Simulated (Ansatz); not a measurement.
**BH₅SeSi (SMILES [SiH3]B[SeH]): single points off equilibrium**

An exercise on one series of results from a longer session: the logs are not shown, and one member is left open.

Program: Ansatz 0.2.0, Gaussian basis. Level of theory: single points in def2-TZVPP. These are calculated values, not measurements.

Correlated methods freeze the cores. Filled d shells of the heavier atoms are correlated.

### The system as given

SMILES `[SiH3]B[SeH]`, 8 atoms, charge 0, spin multiplicity 1.

Atoms are counted from 1 here; the program's logs count them from 0.

Bond lengths: Si1–B2 2.047 Å, Si1–H4 1.424 Å, Si1–H5 1.478 Å, Si1–H6 1.525 Å, B2–Se3 1.863 Å, B2–H7 1.072 Å, Se3–H8 1.278 Å. Angles: B2–Si1–H4 115.9°, B2–Si1–H5 110.1°, B2–Si1–H6 109.6°, H4–Si1–H5 114.3°, H4–Si1–H6 102.4°, H5–Si1–H6 103.5°, Si1–B2–Se3 113.0°, Si1–B2–H7 126.1°, Se3–B2–H7 120.9°, B2–Se3–H8 114.5°.

Geometry (Å):

```mol
BH5SeSi
  3D, bonds by distance, orders not assigned

  8  7  0  0  0  0  0  0  0  0999 V2000
   -0.3943    0.7308   -0.6045 Si  0  0
    0.4920   -0.1049    1.0401 B   0  0
    0.8659   -1.9171    0.8237 Se  0  0
   -1.3784   -0.0686   -1.2534 H   0  0
    0.6349    1.2830   -1.5097 H   0  0
   -1.1950    1.9585   -0.1845 H   0  0
    0.7340    0.4019    1.9530 H   0  0
    0.4951   -2.4041   -0.2980 H   0  0
  1  2  8  0
  1  4  8  0
  1  5  8  0
  1  6  8  0
  2  3  8  0
  2  7  8  0
  3  8  8  0
M  END
```

Set-up of the first run:

The input, run/in.yaml:

```yaml
crystal:
  periodic: [false, false, false]
  atoms:
    - {symbol: Si, position_ang: [-0.394300, 0.730800, -0.604500]}
    - {symbol: B, position_ang: [0.492000, -0.104900, 1.040100]}
    - {symbol: Se, position_ang: [0.865900, -1.917100, 0.823700]}
    - {symbol: H, position_ang: [-1.378400, -0.068600, -1.253400]}
    - {symbol: H, position_ang: [0.634900, 1.283000, -1.509700]}
    - {symbol: H, position_ang: [-1.195000, 1.958500, -0.184500]}
    - {symbol: H, position_ang: [0.734000, 0.401900, 1.953000]}
    - {symbol: H, position_ang: [0.495100, -2.404100, -0.298000]}
basis:
  gaussian: {orbitals: def2-TZVPP}
correlation: {method: ccsd_t}
output: {forces: true}
```

The command line of these runs was not kept.

Steps of the session up to this table: CCSD(T)/def2-TZVPP; PBE0-D4/def2-TZVPP; wB97M-V/def2-TZVPP; r2SCAN-D4/def2-TZVPP; PBE-D4/def2-TZVPP; r2SCANh-D4/def2-TZVPP; LC-wPBE/def2-TZVPP.

One table of the session follows, with a row left open; its other results are not shown here.

| method | RMS force component (eV/Å) | angle to CCSD(T) forces (°) | dipole (D) |
| --- | --- | --- | --- |
| CCSD(T) | 2.520 | reference | 1.05 |
| PBE0-D4 | 2.578 | 1.8 | 1.01 |
| wB97M-V | 2.517 | 1.5 | 0.97 |
| r2SCAN-D4 | 2.556 | 1.4 | 1.03 |
| PBE-D4 | ? | ? | ? |
| r2SCANh-D4 | 2.544 | 1.3 | 0.99 |
| LC-wPBE | 2.565 | 2.7 | 0.89 |

**Question.** Estimate the row for PBE-D4.

**Answer.** RMS force component (eV/Å): 2.625; angle to CCSD(T) forces (°): 3.0; dipole (D): 1.15. In the column «RMS force component (eV/Å)» it is the highest.
